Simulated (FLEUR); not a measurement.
# NaCl in FLEUR: convergence with k mesh

Input of the first run (k mesh 2 × 2 × 2); the others differ in this setting and in those tied to it:

File inp.xml:

```xml
<?xml version="1.0" encoding="UTF-8" standalone="no"?>
<fleurInput fleurInputVersion="0.39">
   <comment>
      NaCl                                                                                                
   </comment>
   <calculationSetup>
      <cutoffs Kmax="4.1" Gmax="12.7" GmaxXC="12.7" numbands="0"/>
      <scfLoop itmax="60" minDistance="0.00001" maxIterBroyd="15" imix="Anderson" alpha="0.05" precondParam="0.0" spinf="2.0" sdNocoIR="T"/>
      <coreElectrons ctail="T" frcor="F" kcrel="0" coretail_lmax="0"/>
      <xcFunctional name="pbe" relativisticCorrections="F"/>
      <magnetism jspins="1"/>
      <soc l_soc="F" theta="0.0" phi="0.0" spav="F"/>
      <expertModes spex="0" secvar="F"/>
      <geometryOptimization l_f="T" forcealpha="1.0" forcemix="BFGS" epsdisp="0.0005" epsforce="0.0002"/>
      <ldaU l_linMix="F" mixParam="0.05" spinf="1.0"/>
   </calculationSetup>
   <cell>
      <bzIntegration valenceElectrons="16.0" mode="hist" fermiSmearingEnergy="0.00183747">
         <kPointListSelection listName="default-1"/>
         <!-- k-points included here -->
         <xi:include xmlns:xi="http://www.w3.org/2001/XInclude" href="kpts.xml"> </xi:include>
      </bzIntegration>
      <!-- symmetry operations included here -->
      <xi:include xmlns:xi="http://www.w3.org/2001/XInclude" href="sym.xml"> </xi:include>
      <bulkLattice scale="1.0">
         <bravaisMatrix>
            <row-1>    0.0000000000000000     5.2800142562716275     5.2800142562716275</row-1>
            <row-2>    5.2800142562716275     0.0000000000000000     5.2800142562716275</row-2>
            <row-3>    5.2800142562716275     5.2800142562716275     0.0000000000000000</row-3>
         </bravaisMatrix>
      </bulkLattice>
   </cell>
   <atomSpecies>
      <species name="Chlorine (Cl)" element="Cl" atomicNumber="17">
         <mtSphere radius="2.42" gridPoints="811" logIncrement="0.015"/>
         <atomicCutoffs lmax="10" lnonsphr="8"/>
         <electronConfig flipSpins="F">
            <coreConfig>(1s1/2) (2s1/2) (2p1/2) (2p3/2)</coreConfig>
            <valenceConfig>(3s1/2) (3p1/2) (3p3/2)</valenceConfig>
            <stateOccupation state="(3p1/2)" spinUp="0.833333" spinDown="0.833333"/>
            <stateOccupation state="(3p3/2)" spinUp="1.666667" spinDown="1.666667"/>
         </electronConfig>
         <energyParameters s="3" p="3" d="3" f="4"/>
         <lo type="SCLO" l="0" n="3" eDeriv="2"/>
         <lo type="SCLO" l="1" n="3" eDeriv="2"/>
         <lo type="SCLO" l="2" n="3" eDeriv="2"/>
         <lo type="SCLO" l="3" n="4" eDeriv="2"/>
      </species>
      <species name="Sodium (Na)" element="Na" atomicNumber="11">
         <mtSphere radius="2.42" gridPoints="811" logIncrement="0.014"/>
         <atomicCutoffs lmax="10" lnonsphr="8"/>
         <electronConfig flipSpins="F">
            <coreConfig>(1s1/2)</coreConfig>
            <valenceConfig>(2s1/2) (2p1/2) (2p3/2) (3s1/2)</valenceConfig>
            <stateOccupation state="(3s1/2)" spinUp="0.500000" spinDown="0.500000"/>
         </electronConfig>
         <energyParameters s="3" p="2" d="3" f="4"/>
         <lo type="SCLO" l="0" n="2" eDeriv="0"/>
         <lo type="HELO" l="1" n="3" eDeriv="0"/>
         <lo type="HELO" l="1" n="3" eDeriv="1"/>
         <lo type="SCLO" l="2" n="3" eDeriv="2"/>
         <lo type="SCLO" l="3" n="4" eDeriv="2"/>
      </species>
   </atomSpecies>
   <atomGroups>
      <atomGroup species="Chlorine (Cl)">
         <relPos label="                   1">1.000/2.000 1.000/2.000 1.000/2.000</relPos>
         <force calculate="T" relaxXYZ="TTT"/>
      </atomGroup>
      <atomGroup species="Sodium (Na)">
         <relPos label="                   2">.0000000000 .0000000000 .0000000000</relPos>
         <force calculate="T" relaxXYZ="TTT"/>
      </atomGroup>
   </atomGroups>
   <output dos="F" band="F" slice="F">
      <checks vchk="F" cdinf="F"/>
      <bandDOS minEnergy="-.5*Htr" maxEnergy="0.5*Htr" sigma="0.015" storeEVData="T"/>
      <vacuumDOS vacdos="F" integ="F" star="F" nstars="0" locx1="0.0" locy1="0.0" locx2="0.0" locy2="0.0" nstm="0" tworkf="0.0"/>
      <unfoldingBand unfoldBand="F" supercellX="1" supercellY="1" supercellZ="1"/>
      <plotting iplot="0" polar="F">
         <plot TwoD="T" vec1="  1.0  0.0  0.0" vec2="  0.0  1.0  0.0" vec3="  0.0  0.0  1.0" zero="  0.0  0.0  0.0" file="plot"/>
      </plotting>
      <chargeDensitySlicing numkpt="0" minEigenval="0.0" maxEigenval="0.0" nnne="0" pallst="F"/>
      <specialOutput eonly="F"/>
      <moessbauerParams electricFieldGradient="T" isomerShift="T" coreHyperfine="T" valenceHyperfine="T"/>
      <magneticCircularDichroism mcd="F" energyLo="-10.0" energyUp="0.0"/>
   </output>
  <!-- We include the file relax.xml here to enable relaxations (see documentation) -->
  <xi:include xmlns:xi="http://www.w3.org/2001/XInclude" href="relax.xml"> <xi:fallback/> </xi:include>
</fleurInput>
```

File crystal.txt:

```
NaCl
&input cartesian=F /
0.0000000000  2.7940632177  2.7940632177
2.7940632177  0.0000000000  2.7940632177
2.7940632177  2.7940632177  0.0000000000
1.8897261246
1.0 1.0 1.0

2
17 0.5000000000  0.5000000000  0.5000000000
11 0.0000000000  0.0000000000  0.0000000000

&kpt div1=2 div2=2 div3=2 gamma=T /
```

Potentials or basis: all-electron, FLAPW.

Run with:

```sh
$ inpgen -f crystal.txt -profile fastHighL
$ # inp.xml edited to the form shown
$ fleur_MPI
```

The cell is a database's computed one.

Hardware: 1 thread of Intel(R) Xeon(R) Platinum 8259CL CPU @ 2.50GHz (Skylake/Cascade Lake) (shared host).

**Question.** The values tried are 2 × 2 × 2, 3 × 3 × 3, 4 × 4 × 4, 6 × 6 × 6, 7 × 7 × 7, 8 × 8 × 8, 10 × 10 × 10, 12 × 12 × 12, loosest first. From which on does the energy stay within 1 meV/atom of the tightest run that finished?

**Answer.** From 4 × 4 × 4 on.

```tsv
k mesh	energy less the tightest run, at zero smearing (meV/atom)	gap on the mesh (eV)	SCF cycles	CPU time (s)	peak memory (GiB)
2 × 2 × 2	136.20	5.138	15	19	0.07
3 × 3 × 3	9.90	5.209	14	19	0.07
4 × 4 × 4	0.94	5.217	14	24	0.07
6 × 6 × 6	0.01	5.219	14	34	0.07
7 × 7 × 7	0.00	5.219	14	39	0.07
8 × 8 × 8	0.00	5.219	14	51	0.07
10 × 10 × 10	0.00	5.219	14	71	0.07
12 × 12 × 12	0.00	5.219	14	100	0.07
```

Against the tightest run, the gap on the mesh stays within 0.01 eV from 3 × 3 × 3 on. Meshes of other sizes hit other points, so gaps and Fermi surfaces needn't settle smoothly. The tightest run that finished is the yardstick and may itself not be fully converged.
